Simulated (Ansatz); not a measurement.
# CH2ClInSe: a ladder of functionals and wavefunction methods

One table from this session's results is given with a row withheld; the runs are named, their logs left out.

Computed with Ansatz 0.2.0, Gaussian basis. Level: functionals in def2-TZVPP, the program's frozen cores in correlated methods.

Plan: LDA (SPW92), PBE-D4, revPBE-D4, BLYP-D4, r2SCAN-D4, B97M-V, PBE0-D4, B3LYP-D4, r2SCANh-D4, r2SCAN0-D4, HSE06-D4, BHLYP-D4, CAM-B3LYP-D4, LC-ωPBE, ωB97X-V, ωB97M-V, B2PLYP, PBE-QIDH; CCSD(T)/def2-SVP; CCSD(T)/def2-TZVPP; MP2/def2-QZVPP; extrapolation to the limit; RPA on PBE.

### The geometry

An earlier PBE0-D4 in a triple-zeta def2 set relaxation fixed the geometry. In takes the def2 core potential; no spin-orbit term is included.

SMILES `[Cl][In]1[CH2][Se]1`, 6 atoms, charge 0, spin multiplicity 1.

Atoms are counted from 1 here; the program's logs count them from 0.

Bond lengths: Cl1–In2 2.278 Å, In2–C3 2.100 Å, In2–Se4 2.487 Å, C3–Se4 2.049 Å, C3–H5 1.084 Å, C3–H6 1.084 Å. Angles: Cl1–In2–C3 166.3°, Cl1–In2–Se4 141.4°, C3–In2–Se4 52.2°, In2–C3–Se4 73.7°, In2–C3–H5 118.4°, In2–C3–H6 118.4°, Se4–C3–H5 113.1°, Se4–C3–H6 113.1°, H5–C3–H6 113.7°, In2–Se4–C3 54.1°.

The first run:

in.yaml reads:

```yaml
crystal:
  periodic: [false, false, false]
  atoms:
    - {symbol: Cl, position_ang: [0.111366, -3.170680, 1.192614]}
    - {symbol: In, position_ang: [-0.020183, -1.064516, 0.334290]}
    - {symbol: C, position_ang: [0.197476, 0.977695, -0.103721]}
    - {symbol: Se, position_ang: [-1.182778, 0.247535, -1.429967]}
    - {symbol: H, position_ang: [-0.218986, 1.701472, 0.588139]}
    - {symbol: H, position_ang: [1.113104, 1.308484, -0.581365]}
basis:
  gaussian: {orbitals: def2-TZVPP}
hamiltonian: {xc: lda}
output: {orbitals: {seedname: orbitals}}
```

On the command line:

```bash
> ansatz run in.yaml --threads 4 --pin off --events-out ev --progress --plain --max-ram 10444MiB
```

Steps of the session up to this table: LDA; PBE-D4 (GGA); revPBE-D4 (GGA); BLYP-D4 (GGA); r2SCAN-D4 (meta-GGA); B97M-V (meta-GGA); PBE0-D4 (hybrid); B3LYP-D4 (hybrid); r2SCANh-D4 (hybrid); r2SCAN0-D4 (hybrid); HSE06-D4 (hybrid); BHLYP-D4 (hybrid); CAM-B3LYP-D4 (range-separated); LC-ωPBE (range-separated); ωB97X-V (range-separated); ωB97M-V (range-separated); B2PLYP (double hybrid); PBE-QIDH (double hybrid).

One table of the session follows, with a row left open; its other results are not shown here.

It belongs to the step «Orbital energies across the functionals». 

| functional | HOMO (eV) | LUMO (eV) | gap (eV) |
| --- | --- | --- | --- |
| LDA (SPW92) | -5.69 | -3.52 | 2.17 |
| PBE-D4 | -5.51 | -3.24 | 2.27 |
| revPBE-D4 | -5.44 | -3.13 | 2.31 |
| BLYP-D4 | -5.34 | -3.17 | 2.17 |
| r2SCAN-D4 | -5.74 | -3.10 | 2.64 |
| B97M-V | -5.73 | -3.10 | 2.63 |
| PBE0-D4 | -6.52 | -2.42 | 4.10 |
| B3LYP-D4 | -6.32 | -2.69 | 3.62 |
| r2SCANh-D4 | -6.12 | -2.80 | 3.32 |
| r2SCAN0-D4 | -6.66 | -2.34 | 4.32 |
| HSE06-D4 | -6.13 | -2.79 | 3.34 |
| BHLYP-D4 | -7.35 | -1.58 | 5.77 |
| CAM-B3LYP-D4 | ? | ? | ? |
| LC-ωPBE | -8.92 | -0.25 | 8.67 |
| ωB97X-V | -8.62 | -0.41 | 8.21 |
| ωB97M-V | -8.51 | -0.54 | 7.96 |

Q: Estimate the row for CAM-B3LYP-D4 from the others.

**Answer.** HOMO (eV): -7.70; LUMO (eV): -1.47; gap (eV): 6.23. In the column «HOMO (eV)» it lies between ωB97M-V (-8.51) and BHLYP-D4 (-7.35).
